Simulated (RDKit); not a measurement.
# One shape, several levels: CH3ClO2Si (SMILES O=C[SiH](O)Cl)

Wanted: a comparison of 3 runs (MMFF94, UFF, extended Hückel) of CH3ClO2Si. 

The calculation is run with RDKit 2026.09.1.

1 further run of the same task is left out (set aside as unsound or not needed).

**1. Starting point**

The species is CH3ClO2Si (8 atoms), meant as a singlet with charge 0. SMILES: `O=C[SiH](O)Cl`. Geometry: relaxed at GFN2-xTB. This is one conformer, not always the lowest.

Bond lengths: O1–C2 1.207 Å, C2–Si3 1.925 Å, Si3–O4 1.615 Å, Si3–Cl5 2.004 Å, C2–H6 1.108 Å, Si3–H7 1.454 Å, O4–H8 0.957 Å. Angles: O1–C2–Si3 120.6°, C2–Si3–O4 106.9°, C2–Si3–Cl5 109.1°, O4–Si3–Cl5 109.3°, O1–C2–H6 119.3°, Si3–C2–H6 120.1°, C2–Si3–H7 110.6°, O4–Si3–H7 109.9°, Cl5–Si3–H7 111.0°, Si3–O4–H8 121.3°.

**2. The energy at MMFF94 (run 1)**

The input, mol.xyz:

```xyz
8

O      0.520770     0.713630     1.801610
C     -0.038820     1.012750     0.774580
Si    -0.288880    -0.288560    -0.621450
O      0.520100    -1.614350    -0.179360
Cl     0.487500     0.422200    -2.326210
H     -0.408730     2.048210     0.641440
H     -1.699410    -0.600870    -0.782470
H      0.907470    -1.693010     0.691850
```

The input, ff.py:

```python
# MMFF94 energy with RDKit
import json
import numpy as np
from rdkit import Chem
from rdkit.Chem import AllChem
from rdkit.Chem import rdDetermineBonds

molecule = Chem.MolFromXYZFile("mol.xyz")
rdDetermineBonds.DetermineBonds(molecule, charge=0)
print("perceived SMILES:", Chem.MolToSmiles(Chem.RemoveHs(molecule)))
symbols = [a.GetSymbol() for a in molecule.GetAtoms()]
start = molecule.GetConformer().GetPositions().copy()

props = AllChem.MMFFGetMoleculeProperties(molecule, mmffVariant="MMFF94")
ff = AllChem.MMFFGetMoleculeForceField(molecule, props)
e = ff.CalcEnergy()
g = np.array(ff.CalcGrad()).reshape(-1, 3)
print(f"MMFF94 energy {e:.5f} kcal/mol, gradient norm {np.linalg.norm(g):.4f} kcal/mol/angstrom")
print("atom  type  charge   gradient")
for i, a in enumerate(symbols):
    print(f"{a:<2}{i + 1:<3} {props.GetMMFFAtomType(i):4d} {props.GetMMFFPartialCharge(i):8.4f}  " + " ".join(f"{c:9.4f}" for c in g[i]))
names = ["Bond", "Angle", "StretchBend", "Oop", "Torsion", "VdW", "Ele"]
terms = []
for name in names:
    for other in names:
        getattr(props, f"SetMMFF{other}Term")(other == name)
    terms.append(AllChem.MMFFGetMoleculeForceField(molecule, props).CalcEnergy())
    print(f"{name:<12} {terms[-1]:11.5f} kcal/mol")
json.dump(dict(symbols=symbols, start=start.tolist(), energy=e, gradient=g.tolist(), charges_other=[props.GetMMFFPartialCharge(i) for i in range(len(symbols))], atom_types=[str(props.GetMMFFAtomType(i)) for i in range(len(symbols))], energy_term_names=names, energy_terms=terms), open("results.json", "w"))
```

Run with:

```bash
python ff.py
```

What it wrote:

```text
perceived SMILES: O=C[Si@H](O)Cl
MMFF94 energy 21.07662 kcal/mol, gradient norm 104.5148 kcal/mol/angstrom
atom  type  charge   gradient
O 1      7  -0.5700   -20.8783   23.9698  -31.1978
C 2      3   0.3210    24.6221  -28.3242   32.3772
Si3     19   1.0565     4.4375  -35.8877  -40.9266
O 4      6  -0.6974    -9.9108   41.4746   24.5439
Cl5     12  -0.3701    -7.1703   -3.4240   16.4979
H 6      5   0.0600     3.2669    7.9132   12.3640
H 7      5  -0.2000    10.5103    1.9422    3.8455
H 8     21   0.4000    -4.8773   -7.6639  -17.5041
Bond             2.40890 kcal/mol
Angle            1.94222 kcal/mol
StretchBend      0.01559 kcal/mol
Oop              0.00001 kcal/mol
Torsion          0.69306 kcal/mol
VdW             -0.17938 kcal/mol
Ele             16.19623 kcal/mol
```

Run time: 0.14 s. Hardware: 1 thread of Intel Xeon 6975P-C (Granite Rapids), shared host.

**3. A single-point energy at UFF (run 2)**

mol.xyz is that of step 2.

The input, job.py:

```python
# UFF energy with RDKit
import json
import numpy as np
from rdkit import Chem
from rdkit.Chem import AllChem
from rdkit.Chem import rdDetermineBonds

mol = Chem.MolFromXYZFile("mol.xyz")
rdDetermineBonds.DetermineBonds(mol, charge=0)
print("perceived SMILES:", Chem.MolToSmiles(Chem.RemoveHs(mol)))
symbols = [a.GetSymbol() for a in mol.GetAtoms()]
start = mol.GetConformer().GetPositions().copy()

ff = AllChem.UFFGetMoleculeForceField(mol)
e = ff.CalcEnergy()
g = np.array(ff.CalcGrad()).reshape(-1, 3)
print(f"UFF energy {e:.5f} kcal/mol, gradient norm {np.linalg.norm(g):.4f} kcal/mol/angstrom")
json.dump(dict(symbols=symbols, start=start.tolist(), energy=e, gradient=g.tolist()), open("results.json", "w"))
```

Run with:

```bash
python job.py
```

What it wrote:

```text
perceived SMILES: O=C[Si@H](O)Cl
UFF energy 14.09809 kcal/mol, gradient norm 174.7367 kcal/mol/angstrom
```

Wall time 0.14 s (1 thread of Intel Xeon 6975P-C (Granite Rapids), shared host).

**4. Energy and one-electron properties at extended Hückel (run 3)**

mol.xyz is that of step 3.

The input, run.py:

```python
# eht eht with RDKit
import json
import numpy as np
from rdkit import Chem
from rdkit.Chem import AllChem
from rdkit.Chem import rdDetermineBonds
from rdkit.Chem import rdEHTTools

m = Chem.MolFromXYZFile("mol.xyz")
symbols = [a.GetSymbol() for a in m.GetAtoms()]
start = m.GetConformer().GetPositions().copy()

ok, res = rdEHTTools.RunMol(m, keepOverlapAndHamiltonianMatrices=True)
if not ok:
    raise RuntimeError("the extended Hueckel run failed")
eps = np.array(res.GetOrbitalEnergies())
nel = res.numElectrons
homo = (nel + 1) // 2 - 1
print(f"{res.numOrbitals} orbitals, {nel} valence electrons, sum of one-electron energies {res.totalEnergy:.4f} eV")
for i in range(max(0, homo - 8), min(len(eps), homo + 6)):
    print(f"{i + 1:4d} {eps[i]:10.4f} eV", "(HOMO)" if i == homo else "(LUMO)" if i == homo + 1 else "")
q = np.array(res.GetAtomicCharges())
print("Mulliken charges:", " ".join(f"{a}{i + 1}={c:+.3f}" for i, (a, c) in enumerate(zip(symbols, q))))
op = res.GetReducedOverlapPopulationMatrix()
pairs = [(k, i, op[i * (i + 1) // 2 + k]) for i in range(len(symbols)) for k in range(i) if abs(op[i * (i + 1) // 2 + k]) > 0.1]
print("reduced overlap populations above 0.1")
for k, i, p in pairs:
    print(f"  {symbols[k]}{k + 1}-{symbols[i]}{i + 1} {p:7.3f}")
json.dump(dict(symbols=symbols, start=start.tolist(), energy=res.totalEnergy * 23.060548, homo=eps[homo], lumo=eps[homo + 1] if homo + 1 < len(eps) else None, orbital_energies=eps.round(4).tolist(), charges_mulliken=q.tolist(), bond_orders=[[k + 1, i + 1, round(p, 4)] for k, i, p in pairs], nel=nel), open("results.json", "w"))
```

Run with:

```bash
python run.py
```

What it wrote:

```text
!!! Warning !!! Distance between atoms 8 and 4 (0.956687 A) is suspicious.
23 orbitals, 30 valence electrons, sum of one-electron energies -567.4307 eV
   7   -15.8925 eV
   8   -15.5283 eV
   9   -15.2939 eV
  10   -14.9822 eV
  11   -14.8612 eV
  12   -14.3727 eV
  13   -14.1115 eV
  14   -13.8919 eV
  15   -12.2485 eV (HOMO)
  16    -9.6413 eV (LUMO)
  17     2.2414 eV
  18     7.1411 eV
  19    10.7180 eV
  20    13.6456 eV
Mulliken charges: O1=-1.007 C2=+0.635 Si3=+1.560 O4=-1.042 Cl5=-0.341 H6=+0.020 H7=-0.250 H8=+0.425
reduced overlap populations above 0.1
  O1-C2   0.944
  C2-Si3   0.707
  Si3-O4   0.475
  Si3-Cl5   0.756
  C2-H6   0.774
  Si3-H7   0.730
  O4-H8   0.616
```

Wall time 0.14 s (1 thread of Intel Xeon 6975P-C (Granite Rapids), shared host).

Atomic charges (e):

| atom | Mulliken |
| --- | --- |
| O1 | -1.007 |
| C2 | +0.635 |
| Si3 | +1.560 |
| O4 | -1.042 |
| Cl5 | -0.341 |
| H6 | +0.020 |
| H7 | -0.250 |
| H8 | +0.425 |

**5. The series**

| run | level | task | energy (Eh) | largest force (eV/Å) | wall time |
| --- | --- | --- | --- | --- | --- |
| 1 | MMFF94 | energy | 0.033588 | 2.368 | 0.14 s |
| 2 | UFF | energy | 0.022467 | 4.759 | 0.14 s |
| 3 | extended Hückel | properties | -20.852692 | – | 0.14 s |

**6. Results**

| quantity | value |
| --- | --- |
| run 3: sum of orbital energies | -20.85269 Eh |
| run 3: HOMO energy | -12.25 eV |
| run 3: LUMO energy | -9.64 eV |
| run 3: HOMO–LUMO gap | 2.61 eV |

In words: Force-field and semi-empirical energies have zeros of their own, so their totals don't compare. All runs together took 0.42 s, the longest 0.14 s.
